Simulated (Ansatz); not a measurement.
# WNH2 (sextet): from Hartree-Fock to the top rungs at a displaced geometry (v2), def2-SVP

One table from this session's results is given with a row withheld; the runs are named, their logs left out.

Computed with Ansatz 0.2.0, Gaussian basis. Level: def2-SVP, core rule «outside noble gas», up to 5 orbitals frozen.

The runs, in order: UHF; CCSD(T) on ROHF; CCSD(T) on UHF; CISD as a restricted active space (open shells left free, so some higher excitations enter); CCSDT(Q) on ROHF; CCSDT(Q) on UHF.

30 further runs of the same task are left out: 8 for a known fault of the program, 9 that didn't finish, 13 set aside as unsound or not needed. Runs told in other sessions of the task aren't counted.

### What is computed

The geometry is a PBE0/def2-TZVP stationary point (not a proven minimum) with its atoms shifted at random (size 0.100 Å). No spin-orbit coupling is included. Elements past krypton take def2 core potentials.

4 atoms, charge 0, spin multiplicity 6.

Atoms are counted from 1 here; the program's logs count them from 0.

Bond lengths: W1–N2 1.958 Å, N2–H3 0.991 Å, N2–H4 1.090 Å. Angles: W1–N2–H3 125.3°, W1–N2–H4 119.7°, H3–N2–H4 111.9°.

The first run:

in.yaml reads:

```yaml
crystal:
  periodic: [false, false, false]
  atoms:
    - {symbol: W, position_ang: [0.012026, -0.000066, 0.162136]}
    - {symbol: N, position_ang: [-0.152848, 0.008308, -1.788773]}
    - {symbol: H, position_ang: [-0.076228, 0.809638, -2.366554]}
    - {symbol: H, position_ang: [0.006881, -0.913139, -2.348340]}
basis:
  gaussian: {orbitals: def2-SVP}
magnetization: {spin_polarized: true, initial_magnetization: 5}
hamiltonian: {xc: hf}
output: {orbitals: {seedname: orbitals}}
```

Command:

```bash
ansatz run in.yaml --threads 1 --pin off --events-out ev --progress --plain --max-ram 2393MiB
```

Steps of the session up to this table: UHF; CCSD(T) on ROHF; CCSD(T) on UHF; CISD as a restricted active space (open shells left free, so some higher excitations enter); CCSDT(Q) on ROHF; CCSDT(Q) on UHF.

One table of the session follows, with a row left open; its other results are not shown here.

```
   method  from RCCSDT(Q) (kcal/mol)
     ROHF                    +176.97
      UHF                    +173.08
     RMP2                     +16.94
     UMP2                     +14.10
    RCCSD                          ?
    UCCSD                      +3.57
 RCCSD(T)                      +0.67
 UCCSD(T)                      -1.51
   RCCSDT                      +0.32
   UCCSDT                      -1.85
RCCSDT(Q)                          0
UCCSDT(Q)                      -2.26
```

Q: Estimate the row for RCCSD from the others.

As computed: from RCCSDT(Q) (kcal/mol): +5.74. In the column «from RCCSDT(Q) (kcal/mol)» it lies between UCCSD (+3.57) and UMP2 (+14.10).

Not comparable, so not listed: CISD as a restricted active space (open shells left free, so some higher excitations enter) (they don't share determinant, frozen orbitals or solution with the rows shown, or repeat one).

To keep in mind: Restricted and unrestricted rows rest on different reference determinants; a gap between their highest levels can come from leftover correlation error, from unlike frozen cores or from another state.
